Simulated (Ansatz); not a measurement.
# C2H9NOSi: the cost of one run

Program: Ansatz 0.2.0. Level of theory: RKS BLYP/6-31G. These are calculated values, not measurements.

**1. Starting point**

Bond lengths: Si1–N2 1.820 Å, N2–C3 1.470 Å, C3–H4 1.110 Å, C3–H5 1.110 Å, C3–H6 1.110 Å, N2–C7 1.470 Å, C7–H8 1.110 Å, C7–H9 1.110 Å, C7–H10 1.110 Å, Si1–H11 1.460 Å, Si1–H12 1.459 Å, Si1–O13 1.679 Å, O13–H14 1.010 Å. Angles (14 of 22 angles, heavy atoms first): Si1–N2–C3 120.0°, Si1–N2–C7 120.0°, C3–N2–C7 120.0°, N2–Si1–O13 109.5°, N2–Si1–H11 109.5°, N2–Si1–H12 109.5°, H11–Si1–O13 109.5°, H12–Si1–O13 109.5°, N2–C3–H4 109.5°, N2–C3–H5 109.5°, N2–C3–H6 109.5°, N2–C7–H8 109.5°, N2–C7–H9 109.5°, N2–C7–H10 109.5°.

Coordinates:

```xyz
14

Si    0.0000    0.0000    0.0000
N     0.0000    0.0000    1.8200
C    -1.2162   -0.3762    2.5550
H    -1.8642   -0.9999    1.9045
H    -0.9378   -0.9533    3.4614
H    -1.7663    0.5401    2.8549
C     1.2162    0.3762    2.5550
H     1.4641   -0.4163    3.2916
H     2.0585    0.4943    1.8418
H     1.0457    1.3351    3.0874
H     1.3768    0.0000   -0.4862
H    -0.6877    1.1914   -0.4862
O    -0.7913   -1.3709   -0.5594
H    -1.2459   -1.8365    0.2129
```

**2. Preparing the start**

Input file input.yaml:

```yaml
crystal:
  periodic: [false, false, false]
  atoms:
    - { symbol: Si, position_ang: [0.0, 0.0, 0.0] }
    - { symbol: "N", position_ang: [0.0, 0.0, 1.82] }
    - { symbol: C, position_ang: [-1.2162, -0.3762, 2.555] }
    - { symbol: H, position_ang: [-1.8642, -0.9999, 1.9045] }
    - { symbol: H, position_ang: [-0.9378, -0.9533, 3.4614] }
    - { symbol: H, position_ang: [-1.7663, 0.5401, 2.8549] }
    - { symbol: C, position_ang: [1.2162, 0.3762, 2.555] }
    - { symbol: H, position_ang: [1.4641, -0.4163, 3.2916] }
    - { symbol: H, position_ang: [2.0585, 0.4943, 1.8418] }
    - { symbol: H, position_ang: [1.0457, 1.3351, 3.0874] }
    - { symbol: H, position_ang: [1.3768, 0.0, -0.4862] }
    - { symbol: H, position_ang: [-0.6877, 1.1914, -0.4862] }
    - { symbol: O, position_ang: [-0.7913, -1.3709, -0.5594] }
    - { symbol: H, position_ang: [-1.2459, -1.8365, 0.2129] }
basis:
  gaussian: { orbitals: "6-31G" }
hamiltonian:
  xc: blyp
relax:
  f_tol: 0.02
  max_steps: 40
```

Launch:

```
ansatz run input.yaml --threads 1 --pin off --max-ram 2048MiB --backend cpu --events-out ev --progress --plain --runs-dir out
```

Q: Estimate wall time and peak memory on 1 thread of Arm Neoverse V1, shared host.

About 76 s, with a peak of 0.17 GiB.
